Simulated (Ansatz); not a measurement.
**Zr2NbC3: from a guess to a relaxed structure**

Where does this trial cell of Zr2NbC3 go when cell and atoms are let free?

Method: DFT PBE, scalar-relativistic, plane waves, PAW, in Ansatz 0.2.0.

## Step 1: The structure to begin with

Symmetry: P4/mmm, No. 123, tetragonal system. The conventional cell has a = 3.033 Å, b = 3.033 Å, c = 9.182 Å, α = 90.00°, β = 90.00°, γ = 90.00°. Zr (site symmetry 4mm) has 8 C at 2.62 to 2.68 Å and 1 Nb at 2.98 Å in its first shell of neighbours. Nb (site symmetry 4/mmm) is surrounded by 8 C at 2.60 Å and 2 Zr at 2.98 Å. C (site symmetry 4mm) has 4 Nb at 2.60 Å and 4 Zr at 2.62 Å in its first shell of neighbours. C (site symmetry 4/mmm) has 8 Zr at 2.68 Å in its first shell of neighbours.

As a file:

```
Zr Nb C
1.0
     3.03276    0.00000    0.00000
     0.00000    3.03276    0.00000
     0.00000    0.00000    9.18208
Zr Nb C
2 1 3
Direct
  0.50000 0.50000 0.32482
  0.50000 0.50000 0.67518
  0.50000 0.50000 0.00000
  0.00000 0.00000 0.83907
  0.00000 0.00000 0.16093
  0.00000 0.00000 0.50000
```

Recipe of the guess: species swapped into a database cell of Li3Tl2Cd (P4/mmm, No. 123), with C on the Li sites, Zr on the Tl sites and Nb on the Cd sites. Its size is a rough estimate.

## Step 2: A first look at the guess

Input file input.yaml:

```yaml
crystal:
  lattice:
    - [3.03275627, 0.0, 0.0]
    - [0.0, 3.03275627, 0.0]
    - [0.0, 0.0, 9.18207995]
  atoms:
    - { symbol: Zr, position: [0.5, 0.5, 0.32482469] }
    - { symbol: Zr, position: [0.5, 0.5, 0.67517531] }
    - { symbol: Nb, position: [0.5, 0.5, 0.0] }
    - { symbol: C, position: [0.0, 0.0, 0.83906811] }
    - { symbol: C, position: [0.0, 0.0, 0.16093189] }
    - { symbol: C, position: [0.0, 0.0, 0.5] }
basis:
  ecutwfc: 420
kpoints:
  mp_grid: { grid: [6, 6, 2] }
hamiltonian:
  xc: pbe
scf:
  occupations: { method: gaussian, width: 0.1 }
  lower_state_search: "off"
output:
  forces: true
  stress: true
  eigenvalues: true
```

On the command line:

```console
$ ansatz run input.yaml --threads 1 --pin off --max-ram 2560MiB --backend cpu --events-out ev --progress --plain --runs-dir out
```

What it wrote (excerpt; [...] marks lines left out):

```text
[...]
SCF converged after 6 iterations
Free energy (F): -13669.147054 eV
[...]
E sigma→0 (E₀):  -13669.126007 eV
Entropy (-TS):   -0.042092 eV (-7.015 meV/atom)
Fermi energy:    13.723468 eV
[...]
--- Forces (eV/Å), atoms counted from 1 ---
  atom   1  Zr     0.00000000     0.00000000     0.10205767
  atom   2  Zr     0.00000000     0.00000000    -0.10205767
  atom   3  Nb     0.00000000     0.00000000     0.00000000
  atom   4  C      0.00000000     0.00000000     0.56640037
  atom   5  C      0.00000000     0.00000000    -0.56640037
  atom   6  C     -0.00000000     0.00000000     0.00000000
[...]
--- Stress (GPa, compression-positive) ---
      -24.396983       0.000000       0.000000
        0.000000     -24.396983       0.000000
        0.000000       0.000000     -26.771076
  P = ⅓ Tr σ = -25.1883 GPa (-251.883 kbar)
--- Band table (eV; the first three rows and the last of 20) ---
[...]
```

Wall time 3.3 s (1 thread of Arm Neoverse V1, shared host); peak memory 0.36 GiB.

The probe gives pressure -25.2 GPa, largest force 0.57 eV/Å, gap on this mesh none (metal). A guess like this is first relaxed loosely on the coarse mesh.

## Step 3: Rough relaxation on the coarse mesh

Changes to input.yaml since step 2:

```diff
@@ -25 +25,6 @@
   eigenvalues: true
+relax:
+  adjacent_minimum: "off"
+  f_tol: 0.04
+  max_steps: 70
+  cell: { stress_tol: 0.4 }
```

On the command line:

```console
$ ansatz run input.yaml --threads 1 --pin off --max-ram 2560MiB --backend cpu --events-out ev --progress --plain --runs-dir out
```

What it wrote:

```text
Warning: RAYON_NUM_THREADS=1 ignored (pool sized by the plan → 1); use --threads N
Engine: ansatz 0.2.0, aarch64-unknown-linux-gnu
Pseudopotentials: kind: paw
Pseudopotential: Zr, paw, valence charge 12, recommended cutoff 420 eV (normal), Zr.paw.azcp
Pseudopotential: Nb, paw, valence charge 13, recommended cutoff 420 eV (normal), Nb.paw.azcp
Pseudopotential: C, paw, valence charge 4, recommended cutoff 420 eV (normal), C.paw.azcp
Functional definition: PBE
  parameter kappa = 0.804
  parameter beta = 0.06672455060314922
  exchange = pbe_x(kappa = kappa, mu = beta*pi^2/3)
  correlation = pbe_c(beta = beta)
Crystal: 6 atoms, lattice volume = 84.453 Å³
Basis set: ecut = 420 eV, 1615 PW (Γ), exchange–correlation on 48×48×128 points (8 copies of the dense FFT grid, shifted against one another)
Bands: 31, of which v1, the nominal top of the filled ones, is band 25 counted from 1 (24 counted from 0)
Symmetry: 16 space group operations
Space group: P4/mmm (ITA 123), of the structure as read, at distance tolerance 4.4e-5 Å
k-points: 20 of 72
Non-local potential: Zr, projectors of the file, l = 0: 3, l = 1: 2, l = 2: 2, l = 3: 2
Non-local potential: Nb, projectors of the file, l = 0: 3, l = 1: 2, l = 2: 2, l = 3: 1
Non-local potential: C, projectors of the file, l = 0: 2, l = 1: 2, l = 2: 1
PAW form: soft (Blöchl's): semilocal exchange-correlation on the pseudo side does not see the compensation charge
PAW one-centre angular grid: Zr, 590 points (default); XC on 64 Gauss nodes
PAW one-centre angular grid: Nb, 590 points (default); XC on 64 Gauss nodes
PAW one-centre angular grid: C, 110 points (default); XC on 64 Gauss nodes
Initial density: superposition of atomic densities (neutral atoms: chi_scale 0, normalization atom), corrected by the library's trained network
Initial wavefunctions: pseudopotential atomic-orbital guess
Functional: x = pbe(κ = 0.804, μ = 0.2195149727645171), c = pbe(β = 0.06672455060314922)
SCF iter   1: F=—  HF=-13669.147530 eV  |F-HF|=—  |Δ(HF+E_count)|=         —  Δρ=5.97e-3  dr2=7.55e-2  ethr=1.77e-3  ⟨swp⟩=4.2  Hψ=2429  notcnv=0
preconditioner: auto → Kerker (q_TF=auto, 2.492 Å⁻¹)  [metal: Δε(μ)=0.007 eV  Ē_g=5.752 eV  σ=0.100 eV  W_gap=0.04  n_scr=26 (ndim 8)  ℏωp=20.2 eV  f_vac=0.000  D(μ)=8.03/eV (n_scr^D=96)]
SCF iter   2: F=—  HF=-13669.146078 eV  |F-HF|=—  |Δ(HF+E_count)|=   1.45e-3  Δρ=2.96e-3  dr2=1.56e-2  ethr=1.54e-4  ⟨swp⟩=1.0  Hψ=780  notcnv=0
SCF iter   3: F=—  HF=-13669.147025 eV  |F-HF|=—  |Δ(HF+E_count)|=   9.47e-4  Δρ=6.67e-4  dr2=3.14e-4  ethr=3.19e-5  ⟨swp⟩=1.1  Hψ=605  notcnv=0
SCF iter   4: F=—  HF=-13669.147065 eV  |F-HF|=—  |Δ(HF+E_count)|=   3.99e-5  Δρ=1.09e-4  dr2=1.13e-5  ethr=6.41e-7  ⟨swp⟩=2.3  Hψ=945  notcnv=0
SCF iter   5: F=—  HF=-13669.147053 eV  |F-HF|=—  |Δ(HF+E_count)|=   1.11e-5  Δρ=2.86e-5  dr2=7.21e-7  ethr=2.30e-8  ⟨swp⟩=2.1  Hψ=940  notcnv=0
SCF iter   6: F=-13669.147054 eV  HF=-13669.147054 eV  |F-HF|=8.23e-9  |Δ(HF+E_count)|=   5.02e-8  Δρ=6.43e-6  dr2=3.20e-8  ethr=2.04e-10  ⟨swp⟩=6.2  Hψ=2447  notcnv=0
SCF 1 converged in 6 iterations: F = -13669.147054 eV  dr2 = 3.20e-8
relax step   1: F+E_penalty+E_count = -13669.14705353 eV  Δ(F+E_penalty+E_count) = +0.000e0 eV  max|allowed force component| = 5.664e-1 eV/Å  Δτ_max = 0.0000 Å  P = -25.188 GPa  Ω = 84.453 Å³  (6 SCF iters, dr2 threshold 1.00e-7 eV, accepted)
Crystal: 6 atoms, lattice volume = 73.339 Å³
Basis set: ecut = 420 eV, 1417 PW (Γ), exchange–correlation on 48×48×128 points (8 copies of the dense FFT grid, shifted against one another)
Initial density: handed on by an earlier stage of this run
Initial wavefunctions: those handed on with the density
SCF iter   1: F=—  HF=-13670.604968 eV  |F-HF|=—  |Δ(HF+E_count)|=         —  Δρ=3.35e-2  dr2=4.43e0  ethr=3.10e-3  ⟨swp⟩=7.5  Hψ=2513  notcnv=0
preconditioner: auto → Kerker (q_TF=auto, 2.551 Å⁻¹)  [metal: Δε(μ)=0.006 eV  Ē_g=6.531 eV  σ=0.100 eV  W_gap=0.03  n_scr=18 (ndim 8)  ℏωp=21.7 eV  f_vac=0.000  D(μ)=8.13/eV (n_scr^D=104)]
SCF iter   2: F=—  HF=-13670.433163 eV  |F-HF|=—  |Δ(HF+E_count)|=   1.72e-1  Δρ=1.70e-2  dr2=1.36e0  ethr=3.10e-3  ⟨swp⟩=1.0  Hψ=780  notcnv=0
SCF iter   3: F=—  HF=-13670.355362 eV  |F-HF|=—  |Δ(HF+E_count)|=   7.78e-2  Δρ=2.93e-3  dr2=4.50e-2  ethr=2.78e-3  ⟨swp⟩=1.6  Hψ=622  notcnv=0
SCF iter   4: F=—  HF=-13670.353321 eV  |F-HF|=—  |Δ(HF+E_count)|=   2.04e-3  Δρ=6.94e-4  dr2=6.96e-4  ethr=9.18e-5  ⟨swp⟩=1.2  Hψ=680  notcnv=0  defer=5
SCF iter   5: F=—  HF=-13670.353291 eV  |F-HF|=—  |Δ(HF+E_count)|=   3.01e-5  Δρ=2.34e-4  dr2=4.89e-5  ethr=1.42e-6  ⟨swp⟩=1.6  Hψ=629  notcnv=0  defer=5
SCF iter   6: F=—  HF=-13670.353287 eV  |F-HF|=—  |Δ(HF+E_count)|=   4.25e-6  Δρ=4.07e-5  dr2=1.34e-6  ethr=9.98e-8  ⟨swp⟩=1.8  Hψ=670  notcnv=0  defer=15
SCF iter   7: F=-13670.353287 eV  HF=-13670.353287 eV  |F-HF|=1.01e-7  |Δ(HF+E_count)|=   7.51e-8  Δρ=1.12e-5  dr2=1.31e-7  ethr=1.22e-9  ⟨swp⟩=8.2  Hψ=2701  notcnv=0
SCF 2 converged in 7 iterations: F = -13670.353287 eV  dr2 = 1.31e-7
relax step   2: F+E_penalty+E_count = -13670.35328650 eV  Δ(F+E_penalty+E_count) = -1.206e0 eV  max|allowed force component| = 5.173e-1 eV/Å  Δτ_max = 0.0359 Å  P = -5.079 GPa  Ω = 73.339 Å³  energy of the carried Pulay correction = +1.478e-2 eV  (7 SCF iters, dr2 threshold 6.00e-7 eV, accepted)
Crystal: 6 atoms, lattice volume = 70.680 Å³
Basis set: ecut = 420 eV, 1369 PW (Γ), exchange–correlation on 48×48×128 points (8 copies of the dense FFT grid, shifted against one another)
iter 1 solved again at ethr=2.75e-3 eV; its pass at ethr=3.10e-3 eV (dr2=1.35e0 eV) is discarded
SCF iter   1: F=—  HF=-13670.507621 eV  |F-HF|=—  |Δ(HF+E_count)|=         —  Δρ=1.95e-2  dr2=1.35e0  ethr=2.75e-3  ⟨swp⟩=1.0  Hψ=3514  notcnv=0
preconditioner: auto → Kerker (q_TF=auto, 2.567 Å⁻¹)  [metal: Δε(μ)=0.028 eV  Ē_g=6.670 eV  σ=0.100 eV  W_gap=0.16  n_scr=18 (ndim 8)  ℏωp=22.1 eV  f_vac=0.000  D(μ)=5.49/eV (n_scr^D=66)]
SCF iter   2: F=—  HF=-13670.443816 eV  |F-HF|=—  |Δ(HF+E_count)|=   6.38e-2  Δρ=8.19e-3  dr2=3.20e-1  ethr=2.75e-3  ⟨swp⟩=1.0  Hψ=620  notcnv=0
SCF iter   3: F=—  HF=-13670.425302 eV  |F-HF|=—  |Δ(HF+E_count)|=   1.85e-2  Δρ=1.60e-3  dr2=2.41e-3  ethr=6.54e-4  ⟨swp⟩=1.1  Hψ=623  notcnv=0
SCF iter   4: F=—  HF=-13670.424901 eV  |F-HF|=—  |Δ(HF+E_count)|=   4.01e-4  Δρ=3.34e-4  dr2=2.78e-4  ethr=4.91e-6  ⟨swp⟩=2.0  Hψ=865  notcnv=0
SCF iter   5: F=—  HF=-13670.424880 eV  |F-HF|=—  |Δ(HF+E_count)|=   2.14e-5  Δρ=9.86e-5  dr2=8.88e-6  ethr=5.67e-7  ⟨swp⟩=2.1  Hψ=792  notcnv=0
SCF iter   6: F=-13670.424879 eV  HF=-13670.424879 eV  |F-HF|=2.85e-7  |Δ(HF+E_count)|=   7.05e-7  Δρ=2.41e-5  dr2=4.81e-7  ethr=1.22e-9  ⟨swp⟩=6.9  Hψ=2794  notcnv=0
the search or the solves at the SCF's close seem to have found levels that the self-consistency loop had missed (the run counts 2). By its estimate they hold under 1e-12 electrons; where the run keeps them, the occupations were computed again with them
SCF 3 converged in 6 iterations: F = -13670.424879 eV  dr2 = 4.81e-7
relax step   3: F+E_penalty+E_count = -13670.42487867 eV  Δ(F+E_penalty+E_count) = -7.159e-2 eV  max|allowed force component| = 3.128e-1 eV/Å  Δτ_max = 0.0537 Å  P = +2.663 GPa  Ω = 70.680 Å³  energy of the carried Pulay correction = +1.863e-2 eV  (6 SCF iters, dr2 threshold 6.00e-7 eV, accepted)
[... from here on, the SCF cycles and remarks between the steps are left out ...]
relax step   4: F+E_penalty+E_count = -13670.44087327 eV  Δ(F+E_penalty+E_count) = -1.599e-2 eV  max|allowed force component| = 1.686e-1 eV/Å  Δτ_max = 0.0123 Å  P = +0.632 GPa  Ω = 71.337 Å³  energy of the carried Pulay correction = +1.767e-2 eV  (6 SCF iters, dr2 threshold 6.00e-7 eV, accepted)
relax step   5: F+E_penalty+E_count = -13670.44805193 eV  Δ(F+E_penalty+E_count) = -7.179e-3 eV  max|allowed force component| = 1.091e-1 eV/Å  Δτ_max = 0.0177 Å  P = +0.148 GPa  Ω = 71.472 Å³  energy of the carried Pulay correction = +1.747e-2 eV  (6 SCF iters, dr2 threshold 6.00e-7 eV, accepted)
relax step   6: F+E_penalty+E_count = -13670.45325842 eV  Δ(F+E_penalty+E_count) = -5.206e-3 eV  max|allowed force component| = 6.958e-2 eV/Å  Δτ_max = 0.0349 Å  P = +0.139 GPa  Ω = 71.501 Å³  energy of the carried Pulay correction = +1.743e-2 eV  (7 SCF iters, dr2 threshold 6.00e-7 eV, accepted)
relax step   7: F+E_penalty+E_count = -13670.45540833 eV  Δ(F+E_penalty+E_count) = -2.150e-3 eV  max|allowed force component| = 1.704e-2 eV/Å  Δτ_max = 0.0117 Å  P = -0.037 GPa  Ω = 71.594 Å³  energy of the carried Pulay correction = +1.729e-2 eV  (6 SCF iters, dr2 threshold 4.17e-7 eV, accepted)
relax step   8: F+E_penalty+E_count = -13670.47965770 eV  Δ(F+E_penalty+E_count) = -2.425e-2 eV  max|allowed force component| = 2.277e-1 eV/Å  Δτ_max = 0.0161 Å  P = -0.227 GPa  Ω = 71.703 Å³  energy of the carried Pulay correction = +1.713e-2 eV  (6 SCF iters, dr2 threshold 6.00e-7 eV, accepted)
relax step   9: F+E_penalty+E_count = -13670.59969607 eV  Δ(F+E_penalty+E_count) = -1.200e-1 eV  max|allowed force component| = 1.956e0 eV/Å  Δτ_max = 0.0962 Å  P = +0.442 GPa  Ω = 71.984 Å³  energy of the carried Pulay correction = +1.673e-2 eV  (7 SCF iters, dr2 threshold 6.00e-7 eV, accepted)
relax step  10: F+E_penalty+E_count = -13670.91024496 eV  Δ(F+E_penalty+E_count) = -3.105e-1 eV  max|allowed force component| = 1.007e0 eV/Å  Δτ_max = 0.1956 Å  P = +1.655 GPa  Ω = 72.444 Å³  energy of the carried Pulay correction = +1.606e-2 eV  (6 SCF iters, dr2 threshold 6.00e-7 eV, accepted)
relax step  11: F+E_penalty+E_count = -13670.37833402 eV  Δ(F+E_penalty+E_count) = +5.319e-1 eV  max|allowed force component| = 2.979e0 eV/Å  Δτ_max = 0.1983 Å  P = +6.388 GPa  Ω = 72.534 Å³  energy of the carried Pulay correction = +1.593e-2 eV  (9 SCF iters, dr2 threshold 6.00e-7 eV, rejected (line search))
relax step  12: F+E_penalty+E_count = -13671.12306524 eV  Δ(F+E_penalty+E_count) = -2.128e-1 eV  max|allowed force component| = 6.260e-1 eV/Å  Δτ_max = 0.0460 Å  P = -1.205 GPa  Ω = 73.547 Å³  energy of the carried Pulay correction = +1.448e-2 eV  (10 SCF iters, accepted)
relax step  13: F+E_penalty+E_count = -13671.17173254 eV  Δ(F+E_penalty+E_count) = -4.867e-2 eV  max|allowed force component| = 1.325e-1 eV/Å  Δτ_max = 0.0520 Å  P = -0.126 GPa  Ω = 73.814 Å³  energy of the carried Pulay correction = +1.411e-2 eV  (6 SCF iters, dr2 threshold 6.00e-7 eV, accepted)
relax step  14: F+E_penalty+E_count = -13671.17279349 eV  Δ(F+E_penalty+E_count) = -1.061e-3 eV  max|allowed force component| = 2.670e-2 eV/Å  Δτ_max = 0.0090 Å  P = +0.017 GPa  Ω = 73.911 Å³  energy of the carried Pulay correction = +1.397e-2 eV  (6 SCF iters, dr2 threshold 6.00e-7 eV, accepted)
Basis set: ecut = 420 eV, 1443 PW (Γ), exchange–correlation on 48×48×108 points (8 copies of the dense FFT grid, shifted against one another)
Initial wavefunctions: pseudopotential atomic-orbital guess (no wavefunctions were taken with the density)
iter 1 solved again at ethr=1.24e-7 eV; its pass at ethr=3.10e-3 eV (dr2=6.09e-5 eV) is discarded
SCF iter   1: F=—  HF=-13671.166882 eV  |F-HF|=—  |Δ(HF+E_count)|=         —  Δρ=3.09e-4  dr2=1.02e-5  ethr=1.24e-7  ⟨swp⟩=3.1  Hψ=4225  notcnv=0
preconditioner: auto → Kerker (q_TF=auto, 2.548 Å⁻¹)  [metal: Δε(μ)=0.037 eV  Ē_g=7.085 eV  σ=0.100 eV  W_gap=0.20  n_scr=18 (ndim 8)  ℏωp=21.6 eV  f_vac=0.000  D(μ)=2.74/eV (n_scr^D=18)]
SCF iter   2: F=—  HF=-13671.166926 eV  |F-HF|=—  |Δ(HF+E_count)|=   4.45e-5  Δρ=1.63e-4  dr2=2.32e-6  ethr=2.09e-8  ⟨swp⟩=2.2  Hψ=833  notcnv=0
SCF iter   3: F=—  HF=-13671.166934 eV  |F-HF|=—  |Δ(HF+E_count)|=   7.69e-6  Δρ=1.66e-5  dr2=5.62e-8  ethr=4.73e-9  ⟨swp⟩=2.0  Hψ=864  notcnv=0
iter 4 did not close the SCF: its close was put off for the readings that it lacked (scf_convergence_deferred on its scf_iter line)
SCF iter   4: F=-13671.166934 eV  HF=-13671.166934 eV  |F-HF|=2.43e-9  |Δ(HF+E_count)|=   7.36e-8  Δρ=9.88e-7  dr2=2.76e-9  ethr=1.15e-10  ⟨swp⟩=2.0  Hψ=845  notcnv=0
iter 5 did not close the SCF: its close was put off for the readings that it lacked (scf_convergence_deferred on its scf_iter line)
SCF iter   5: F=-13671.166934 eV  HF=-13671.166934 eV  |F-HF|=9.46e-11  |Δ(HF+E_count)|=  1.56e-10  Δρ=1.97e-7  dr2=1.15e-10  ethr=5.64e-12  ⟨swp⟩=1.4  Hψ=636  notcnv=0
SCF iter   6: F=-13671.166934 eV  HF=-13671.166934 eV  |F-HF|=7.28e-12  |Δ(HF+E_count)|=  1.46e-11  Δρ=6.43e-8  dr2=8.98e-12  ethr=1.00e-12  ⟨swp⟩=2.0  Hψ=1804  notcnv=0
SCF 15 converged in 6 iterations: F = -13671.166934 eV  dr2 = 8.98e-12
relax step  15: F+E_penalty+E_count = -13671.16693419 eV  Δ(F+E_penalty+E_count) = +5.859e-3 eV  max|allowed force component| = 2.745e-2 eV/Å  Δτ_max = 0.0000 Å  P = -0.102 GPa  Ω = 73.911 Å³  stress off target by 1.39e-1 GPa  SCF on the basis re-selected at this cell (its energy is not comparable with the rows above)  (6 SCF iters)
basis re-selected at this cell: Δ(F+E_penalty+E_count) = +5.859e-3 eV, ΔP = -0.119 GPa vs the last step (what re-selecting the basis moved, of the pressure what is left beyond the Pulay correction that the steps carried, after the strain that the cell walked since its last selection, with what the two solves' SCF thresholds leave and, on support functions, any second-order correction that the steps lacked; it is no measure of the basis error at this ecutwfc). The dense FFT grid was sized anew with the basis: this SCF ran on 24×24×54 points, the steps before it on 24×24×64, so part of this shift can come from that change (see relax.cell in the input reference). This SCF's stress stands 1.39e-1 GPa from its target on what of the cell is left free (relax.cell.stress_tol is 4.00e-1 GPa) and its largest allowed force component is 2.74e-2 eV/Å (relax.f_tol is 4.00e-2 eV/Å): within both
SCF converged after 6 iterations
Free energy (F): -13671.166934 eV
Harris-Foulkes:  -13671.166934 eV  (|F-HF|=7.28e-12)
Internal energy: -13671.153262 eV  (E = F + TS)
E sigma→0 (E₀):  -13671.160098 eV
Entropy (-TS):   -0.013673 eV (-2.279 meV/atom)
Fermi energy:    16.481750 eV
--- Per-component energies (eV) ---
  E_band       = -127.216081
  E_kinetic    = 1330.650816
  E_local      = -2044.484878  (includes V_loc(G=0)·N_el)
  E_nonlocal   = 358.717463
  E_hartree    = 645.986347
  E_xc         = -646.449162
  E_vxc        = -778.367413  (∫ρ·V_xc dr)
  E_paw        = -9277.199460  (= ΣΔE_a)
  E_vpaw       = -285.704826  (= ΣTr[D̂ρ^β])
  E_aug_tail   = 0.000079  (compensation charges beyond the density's cutoff)
  E_ewald      = -4038.374467
  E_smearing   = -0.013673  (= −TS)
  E_closure    = 0.000000  (closes the sum)
  Σ components = -13671.166934   (vs F -13671.166934, Δ=0.00e0)
--- Forces (eV/Å), atoms counted from 1 ---
  atom   1  Zr    -0.00000000     0.00000000    -0.00224805
  atom   2  Zr     0.00000000     0.00000000     0.00224805
  atom   3  Nb     0.00000000     0.00000000    -0.00000000
  atom   4  C     -0.00000000     0.00000000    -0.02744730
  atom   5  C      0.00000000     0.00000000     0.02744730
  atom   6  C     -0.00000000     0.00000000     0.00000000
  max |Σ_I F_I| component: 3.47e-18 eV/Å
--- Stress (GPa, compression-positive) ---
       -0.138713      -0.000000       0.000000
       -0.000000      -0.138713       0.000000
        0.000000       0.000000      -0.028641
  P = ⅓ Tr σ = -0.1020 GPa (-1.020 kbar)
--- Band table (eV; the first three rows and the last of 20) ---
  k-point 0: bands = ["-38.3873", "-32.4702", "-32.2918", "-14.5231", "-14.3902", "-14.3902", "-11.1696", "-10.0996", "-10.0996", "-9.9546", "-9.9546", "-9.8297", "1.3434", "5.7733", "7.6925", "11.1119", "12.5933", "13.3479", "14.4712", "14.5152", "14.5152", "14.7505", "14.9568", "14.9568", "15.4179", "15.7602", "15.7602", "18.4520", "19.7834", "20.8809", "20.9647"]
  k-point 1: bands = ["-38.3873", "-32.4728", "-32.2891", "-14.5434", "-14.3901", "-14.3901", "-11.0336", "-10.1015", "-10.1015", "-9.9564", "-9.9526", "-9.9526", "1.3603", "5.6111", "8.2452", "10.1839", "13.1587", "13.3950", "14.5378", "14.6268", "14.6268", "14.6315", "14.6315", "15.1891", "15.6125", "16.0878", "16.0878", "18.0421", "18.4538", "20.3439", "20.8511"]
  k-point 2: bands = ["-38.3711", "-32.4464", "-32.2691", "-14.5867", "-14.5000", "-14.3670", "-11.1328", "-10.3443", "-10.1785", "-10.0770", "-9.9350", "-9.8077", "1.7944", "6.0800", "7.6994", "11.1219", "12.2004", "12.8769", "13.4007", "14.0623", "14.6155", "14.7411", "15.2963", "15.6338", "15.7208", "16.1319", "16.2937", "19.2724", "19.4432", "19.8294", "20.3788"]
  k-point 19: bands = ["-38.2594", "-32.2843", "-32.1094", "-14.9593", "-14.9593", "-14.3585", "-10.8695", "-10.8695", "-10.7733", "-10.6686", "-10.6686", "-9.7690", "1.9802", "7.0455", "9.8983", "11.0514", "11.0514", "11.4293", "12.1388", "12.1388", "12.7979", "12.7979", "15.3182", "16.2109", "16.7009", "18.8665", "18.9117", "18.9117", "20.8440", "20.8440", "20.9052"]
--- Relaxed structure (14 steps of the walk, 13 accepted, 1 SCFs on fresh bases) ---
  F+E_penalty+E_count = -13671.16693419 eV   max|allowed force component| = 2.745e-2 eV/Å   (the final SCF, on the basis selected at the relaxed cell)
  cell:  # Å, volume = 73.9106 Å³
    - [3.027139168273898, 1.9137292087532091e-34, 0.0]
    - [1.9137292087532091e-34, 3.027139168273898, 0.0]
    - [0.0, 0.0, 8.065695280594712]
  atoms:
    - { symbol: Zr, position: [0.49999999999999994, 0.49999999999999994, 0.3353359628513534] }
    - { symbol: Zr, position: [0.49999999999999994, 0.49999999999999994, 0.6646640371486467] }
    - { symbol: Nb, position: [0.49999999999999994, 0.49999999999999994, 6.297496447511717e-20] }
    - { symbol: C, position: [-2.1570162077732954e-34, -4.937498885683565e-35, 0.8998907752606461] }
    - { symbol: C, position: [1.5540149831746368e-34, -5.036724318596612e-35, 0.10010922473935395] }
    - { symbol: C, position: [-8.364187195440048e-34, -1.8035256030205677e-34, 0.5] }
```

Wall time 63 s (1 thread of Arm Neoverse V1, shared host); peak memory 0.39 GiB.

Relaxation path:

| step | energy from step 1 (eV/cell) | largest force component (eV/Å) | pressure (GPa) | volume (Å³) |
| --- | --- | --- | --- | --- |
| 1 | 0.0000 | 0.5664 | -25.19 | 84.45 |
| 2 | -1.2062 | 0.5173 | -5.08 | 73.34 |
| 3 | -1.2778 | 0.3128 | 2.66 | 70.68 |
| 4 | -1.2938 | 0.1686 | 0.63 | 71.34 |
| 5 | -1.3010 | 0.1091 | 0.15 | 71.47 |
| 6 | -1.3062 | 0.0696 | 0.14 | 71.50 |
| 7 | -1.3084 | 0.0170 | -0.04 | 71.59 |
| 8 | -1.3326 | 0.2277 | -0.23 | 71.70 |
| 9 | -1.4526 | 1.9557 | 0.44 | 71.98 |
| 10 | -1.7632 | 1.0071 | 1.66 | 72.44 |
| 11 | -1.2313 | 2.9791 | 6.39 | 72.53 |
| 12 | -1.9760 | 0.6260 | -1.21 | 73.55 |
| 13 | -2.0247 | 0.1325 | -0.13 | 73.81 |
| 14 | -2.0257 | 0.0267 | 0.02 | 73.91 |
| 15 | -2.0199 | 0.0274 | -0.10 | 73.91 |

Step 1 is the start. Step 15 repeats the geometry before it on a plane-wave basis chosen anew for that cell, so its energy need not be comparable with the rows above. Step 11 was tried and not accepted.

|  | before | after | change |
| --- | --- | --- | --- |
| a (Å) | 3.033 | 3.027 | -0.2 % |
| b (Å) | 3.033 | 3.027 | -0.2 % |
| c (Å) | 9.182 | 8.066 | -12.2 % |
| volume (Å³/atom) | 14.08 | 12.32 | -12.5 % |
| shortest distance (Å) | 2.604 | 1.615 | -38.0 % |
| space group (0.01 Å) | P4/mmm | P4/mmm | same |

The run keeps the 16 symmetry operations of the start, so it could not have lowered the symmetry.

(Part 1 of 2 ends here.)
